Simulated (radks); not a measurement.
**Xe⁴⁴⁺ in [Ne]: an all-electron calculation**

Wanted: eigenvalues, radial structure and energy terms of the xenon ion Xe44+.

Method: scalar-relativistic Kohn-Sham, HCTH/407, spin-unpolarised, spherical densities, point nucleus. Code: radks (a radial shooting solver on a logarithmic mesh, Libxc functionals) version 1.

## 1. Starting point

```
element       : xenon (Z = 54)
charge        : +44
electrons     : 10
configuration : [Ne]
```

The outer shells:

Xe⁴⁴⁺
```
[He] core
2s [↑↓]
2p [↑↓][↑↓][↑↓]
```

## 2. Self-consistent calculation

The run's settings:

```text
Z 54
configuration [Ne]
relativity scalar-relativistic
functional hcth_407
spin unpolarised
nucleus point
c 137.035999084
```

Launch:

```console
$ python run_ks.py task.json out
```

All runs below come from this command, one after another.

What does the calculation give?

The runs gave:

```
                        quantity                 value
                    total energy   -5565.09877 hartree
exchange-correlation share of it                1.68 %
                            −T/E                1.0643
          highest occupied level        2p, -7673.5 eV
    most extended occupied level  2s, <r> = 0.112 bohr
 radius at density 0.001 e/bohr³            0.430 bohr
    maxima of the radial density                     2
         ionisation energy, NIST      7660 (theory) eV
```

**Reading.** 2 principal shells are occupied and 2 maxima appear in the radial density. −T/E is 1.064: with relativity the kinetic term as defined here no longer equals −E. Minus the highest eigenvalue, 7673.5 eV, is 100 % of the tabulated ionisation energy (7660 eV). 
